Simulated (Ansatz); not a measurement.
# AlSi40H16Cl3: the cost of one run

Program: Ansatz 0.2.0. Level of theory: DFT PBE, plane waves, PAW, scalar-relativistic, no spin polarisation. These are calculated values, not measurements.

### Step 1. Starting point

The cell holds 60 atoms (AlCl3H16Si40): a = 7.679 Å, b = 15.358 Å, c = 19.256 Å, α = 90.00°, β = 90.00°, γ = 90.00°.

Its coordinates follow in the input file.

### Step 2. The run

200 steps of 0.75 fs at constant energy.

input.yaml

```yaml
accuracy: low
crystal:
  lattice:
    - [7.67918, 0.0, 0.0]
    - [0.0, 15.358359, 0.0]
    - [0.0, 0.0, 19.2555]
  atoms:
    - { symbol: H, position: [0.409392, 0.0, 0.0519332] }
    - { symbol: H, position: [0.090608, 0.0, 0.0519332] }
    - { symbol: H, position: [0.909392, 0.0, 0.0519332] }
    - { symbol: H, position: [0.590608, 0.0, 0.0519332] }
    - { symbol: H, position: [0.409392, 0.25, 0.0519332] }
    - { symbol: H, position: [0.090608, 0.25, 0.0519332] }
    - { symbol: H, position: [0.909392, 0.25, 0.0519332] }
    - { symbol: H, position: [0.590608, 0.25, 0.0519332] }
    - { symbol: H, position: [0.409392, 0.5, 0.0519332] }
    - { symbol: H, position: [0.090608, 0.5, 0.0519332] }
    - { symbol: H, position: [0.909392, 0.5, 0.0519332] }
    - { symbol: H, position: [0.590608, 0.5, 0.0519332] }
    - { symbol: H, position: [0.409392, 0.75, 0.0519332] }
    - { symbol: H, position: [0.090608, 0.75, 0.0519332] }
    - { symbol: H, position: [0.909392, 0.75, 0.0519332] }
    - { symbol: H, position: [0.590608, 0.75, 0.0519332] }
    - { symbol: Si, position: [0.25, 0.0, 0.0968814] }
    - { symbol: Si, position: [0.75, 0.0, 0.0968814] }
    - { symbol: Si, position: [0.25, 0.25, 0.0968814] }
    - { symbol: Si, position: [0.75, 0.25, 0.0968814] }
    - { symbol: Si, position: [0.25, 0.5, 0.0968814] }
    - { symbol: Si, position: [0.75, 0.5, 0.0968814] }
    - { symbol: Si, position: [0.25, 0.75, 0.0968814] }
    - { symbol: Si, position: [0.75, 0.75, 0.0968814] }
    - { symbol: Si, position: [0.25, 0.125, 0.1673807] }
    - { symbol: Si, position: [0.75, 0.125, 0.1673807] }
    - { symbol: Si, position: [0.25, 0.375, 0.1673807] }
    - { symbol: Si, position: [0.75, 0.375, 0.1673807] }
    - { symbol: Si, position: [0.25, 0.625, 0.1673807] }
    - { symbol: Si, position: [0.75, 0.625, 0.1673807] }
    - { symbol: Si, position: [0.25, 0.875, 0.1673807] }
    - { symbol: Si, position: [0.75, 0.875, 0.1673807] }
    - { symbol: Si, position: [0.0, 0.125, 0.2378801] }
    - { symbol: Si, position: [0.5, 0.125, 0.2378801] }
    - { symbol: Si, position: [0.0, 0.375, 0.2378801] }
    - { symbol: Si, position: [0.5, 0.375, 0.2378801] }
    - { symbol: Si, position: [0.0, 0.625, 0.2378801] }
    - { symbol: Si, position: [0.5, 0.625, 0.2378801] }
    - { symbol: Si, position: [0.0, 0.875, 0.2378801] }
    - { symbol: Si, position: [0.5, 0.875, 0.2378801] }
    - { symbol: Si, position: [0.0, 0.0, 0.3083794] }
    - { symbol: Si, position: [0.5, 0.0, 0.3083794] }
    - { symbol: Si, position: [0.0, 0.25, 0.3083794] }
    - { symbol: Si, position: [0.5, 0.25, 0.3083794] }
    - { symbol: Si, position: [0.0, 0.5, 0.3083794] }
    - { symbol: Si, position: [0.5, 0.5, 0.3083794] }
    - { symbol: Si, position: [0.0, 0.75, 0.3083794] }
    - { symbol: Si, position: [0.5, 0.75, 0.3083794] }
    - { symbol: Si, position: [0.25, 0.0484534, 0.3768014] }
    - { symbol: Si, position: [0.75, 0.0484534, 0.3768014] }
    - { symbol: Si, position: [0.25, 0.2015466, 0.3581055] }
    - { symbol: Si, position: [0.75, 0.2015466, 0.3581055] }
    - { symbol: Si, position: [0.25, 0.5484534, 0.3768014] }
    - { symbol: Si, position: [0.75, 0.5484534, 0.3768014] }
    - { symbol: Si, position: [0.25, 0.7015466, 0.3581055] }
    - { symbol: Si, position: [0.75, 0.7015466, 0.3581055] }
    - { symbol: Al, position: [0.4262596, 0.1052756, 0.6019676] }
    - { symbol: Cl, position: [0.694425, 0.0915831, 0.6180928] }
    - { symbol: Cl, position: [0.3158923, 0.2282375, 0.6180928] }
    - { symbol: Cl, position: [0.2684614, -0.0039937, 0.6180928] }
basis:
  ecutwfc: 420.0
kpoints:
  mp_grid: { grid: [1, 1, 1] }
hamiltonian:
  xc: pbe
  pseudopotentials: { kind: paw, azcp: { folder: soft_1 } }
scf:
  occupations: { method: fermi_dirac, width: 0.02 }
  lower_state_search: "off"
  max_iter: 95
md:
  timestep: 0.75
  n_steps: 200
  ensemble: nve
  initial_velocities: zero
  seed: 195640
  initial_site_velocities:
    - { site: 56, velocity: [0.018401, 0.0, -0.050557] }
    - { site: 57, velocity: [0.018401, 0.0, -0.050557] }
    - { site: 58, velocity: [0.018401, 0.0, -0.050557] }
    - { site: 59, velocity: [0.018401, 0.0, -0.050557] }
  constraints:
    - { sites: [0, 1, 2, 3, 4, 5, 6, 7, 8, 9, 10, 11, 12, 13, 14, 15, 16, 17, 18, 19, 20, 21, 22, 23] }
```

On the command line:

```console
> ansatz run input.yaml --threads 4 --pin off --max-ram 10240MiB --backend cpu --events-out ev --progress --plain --runs-dir out
```

Q: Estimate wall time and peak memory on 4 threads of Arm Neoverse V1, shared host.

About 17 min, with a peak of 1.8 GiB.
